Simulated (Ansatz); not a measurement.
**C3H10AlN: a ladder of functionals and wavefunction methods**

An exercise on one series of results from a longer session: the logs are not shown, and one member is left open.

Computed with Ansatz 0.2.0, Gaussian basis. Level: functionals in def2-TZVPP, the program's frozen cores in correlated methods.

Plan: LDA (SPW92), PBE-D4, revPBE-D4, BLYP-D4, r2SCAN-D4, B97M-V, PBE0-D4, B3LYP-D4, r2SCANh-D4, r2SCAN0-D4, HSE06-D4, BHLYP-D4, CAM-B3LYP-D4, LC-ωPBE, ωB97X-V, ωB97M-V, B2PLYP, PBE-QIDH; CCSD(T)/def2-SVP; CCSD(T)/def2-TZVPP; MP2/def2-QZVPP; extrapolation to the limit; RPA on PBE.

**The relaxed structure**

All runs share one geometry, relaxed beforehand with PBE0-D4 in a triple-zeta def2 set.

SMILES `CC(C)[NH][AlH2]`, 15 atoms, charge 0, spin multiplicity 1.

Atoms are counted from 1 here; the program's logs count them from 0.

Bond lengths: C1–C2 1.523 Å, C1–H6 1.092 Å, C1–H7 1.093 Å, C1–H8 1.095 Å, C2–C3 1.523 Å, C2–N4 1.453 Å, C2–H9 1.097 Å, C3–H10 1.092 Å, C3–H11 1.093 Å, C3–H12 1.095 Å, N4–Al5 1.767 Å, N4–H13 1.012 Å, Al5–H14 1.585 Å, Al5–H15 1.584 Å. Angles: C2–C1–H6 110.7°, C2–C1–H7 111.4°, C2–C1–H8 110.4°, H6–C1–H7 108.6°, H6–C1–H8 107.9°, H7–C1–H8 107.8°, C1–C2–C3 111.0°, C1–C2–N4 111.4°, C1–C2–H9 108.0°, C3–C2–N4 111.4°, C3–C2–H9 108.0°, N4–C2–H9 106.8°, C2–C3–H10 110.7°, C2–C3–H11 111.3°, C2–C3–H12 110.4°, H10–C3–H11 108.6°, H10–C3–H12 107.9°, H11–C3–H12 107.8° and more.

Geometry (Å):

```
C    -0.3941   -1.4318   -0.8245
C     0.2818   -0.3130   -0.0434
C     1.4628    0.2566   -0.8175
N    -0.6648    0.7267    0.3211
Al   -1.1583    1.2556    1.9338
H    -1.2176   -1.8611   -0.2505
H     0.3122   -2.2294   -1.0693
H    -0.8028   -1.0470   -1.7647
H     0.6638   -0.7370    0.8937
H     1.9655    1.0339   -0.2389
H     2.1910   -0.5213   -1.0617
H     1.1224    0.7027   -1.7579
H    -1.0600    1.1683   -0.4992
H    -0.5017    0.5211    3.1749
H    -2.2218    2.4253    2.0337
```

The first run:

File in.yaml:

```yaml
crystal:
  periodic: [false, false, false]
  atoms:
    - {symbol: C, position_ang: [-0.394127, -1.431825, -0.824475]}
    - {symbol: C, position_ang: [0.281770, -0.313032, -0.043440]}
    - {symbol: C, position_ang: [1.462763, 0.256571, -0.817541]}
    - {symbol: N, position_ang: [-0.664847, 0.726667, 0.321099]}
    - {symbol: Al, position_ang: [-1.158312, 1.255561, 1.933783]}
    - {symbol: H, position_ang: [-1.217620, -1.861051, -0.250523]}
    - {symbol: H, position_ang: [0.312188, -2.229449, -1.069275]}
    - {symbol: H, position_ang: [-0.802759, -1.047003, -1.764700]}
    - {symbol: H, position_ang: [0.663794, -0.737050, 0.893685]}
    - {symbol: H, position_ang: [1.965533, 1.033898, -0.238947]}
    - {symbol: H, position_ang: [2.190982, -0.521291, -1.061725]}
    - {symbol: H, position_ang: [1.122374, 0.702721, -1.757865]}
    - {symbol: H, position_ang: [-1.060047, 1.168264, -0.499203]}
    - {symbol: H, position_ang: [-0.501710, 0.521059, 3.174945]}
    - {symbol: H, position_ang: [-2.221785, 2.425262, 2.033681]}
basis:
  gaussian: {orbitals: def2-TZVPP}
hamiltonian: {xc: lda}
output: {orbitals: {seedname: orbitals}}
```

Started as:

```sh
ansatz run in.yaml --threads 4 --pin off --events-out ev --progress --plain --max-ram 10444MiB
```

Among the steps run: LDA; PBE-D4 (GGA); revPBE-D4 (GGA); BLYP-D4 (GGA); r2SCAN-D4 (meta-GGA); B97M-V (meta-GGA); PBE0-D4 (hybrid); B3LYP-D4 (hybrid); r2SCANh-D4 (hybrid); r2SCAN0-D4 (hybrid); HSE06-D4 (hybrid); BHLYP-D4 (hybrid); CAM-B3LYP-D4 (range-separated); LC-ωPBE (range-separated); ωB97X-V (range-separated); ωB97M-V (range-separated); B2PLYP (double hybrid); PBE-QIDH (double hybrid).

One table of the session follows, with a row left open; its other results are not shown here.

It belongs to the step «Frontier levels by functional». 

| functional | HOMO (eV) | gap (eV) |
| --- | --- | --- |
| LDA (SPW92) | -5.84 | 4.20 |
| PBE-D4 | -5.66 | 4.24 |
| revPBE-D4 | -5.59 | 4.27 |
| BLYP-D4 | -5.53 | 4.22 |
| r2SCAN-D4 | -5.88 | 4.79 |
| B97M-V | -6.02 | 4.68 |
| PBE0-D4 | -6.90 | 6.23 |
| B3LYP-D4 | -6.68 | 5.80 |
| r2SCANh-D4 | ? | ? |
| r2SCAN0-D4 | -7.07 | 6.59 |
| HSE06-D4 | -6.50 | 5.46 |
| BHLYP-D4 | -8.08 | 8.15 |
| CAM-B3LYP-D4 | -8.28 | 8.52 |
| LC-ωPBE | -9.65 | 10.95 |
| ωB97X-V | -9.30 | 10.48 |
| ωB97M-V | -9.23 | 10.14 |

**Question.** Estimate the row for r2SCANh-D4.

Worked estimate for «HOMO (eV)». Against the share of exact exchange, r2SCAN-D4 (0, -5.88), r2SCAN0-D4 (0.25, -7.07) give a slope of -4.76 per unit share; at 0.1 the line stands at -6.36.

As computed: HOMO (eV): -6.35; gap (eV): 5.51. In «HOMO (eV)» the line misses by -0.01.
